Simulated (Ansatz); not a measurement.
Runs of Ansatz 0.2.0 on Sn3Se. The structure is cubic, space group Pm-3m (No. 221). The conventional cell has a = 4.742 Å, b = 4.742 Å, c = 4.742 Å, α = 90.00°, β = 90.00°, γ = 90.00°. Around Sn (site symmetry 4/mmm) lie 8 Sn at 3.35 Å and 4 Se at 3.35 Å. Around Se (site symmetry m-3m) lie 12 Sn at 3.35 Å. The cell comes from a database or a generator and needn't be the stable form of this composition.

```csv
level,share of exact exchange,gap on the mesh (eV),pressure (GPa)
PBE0 form with a typed share of exact exchange,0,none,(a)
PBE0 form with a typed share of exact exchange,0.1,none,-0.8
PBE0,0.25,none,-1.8
PBE0 form with a typed share of exact exchange,0.35,none,-2.5
PBE0 form with a typed share of exact exchange,0.5,none,(b)
```

Alike in all rows: task single point; potentials or basis Ansatz PAW; no spin polarisation; cell as given; k mesh 3 × 3 × 3; cutoff (eV) 420; smearing fermi-dirac 0.05 eV; the mesh is coarse, so values aren't converged.

**Question.** Estimate the missing entries.

**Answer.** (a) 0.1; (b) -3.4.

Caveats: all runs use coarse meshes; the PAW data sets come from PBE, with cores solved anew for the run's functional, which leaves a small shift of forces and pressure (some runs); the thresholds are loose for stress (some runs); the PAW data sets were made with another functional, which shifts forces and pressure a little (some runs).

A k mesh can miss the band edges, and the runs leave out spin-orbit coupling on Se, Sn.

A gap of «none» marks a metal or a gap under the smearing width.
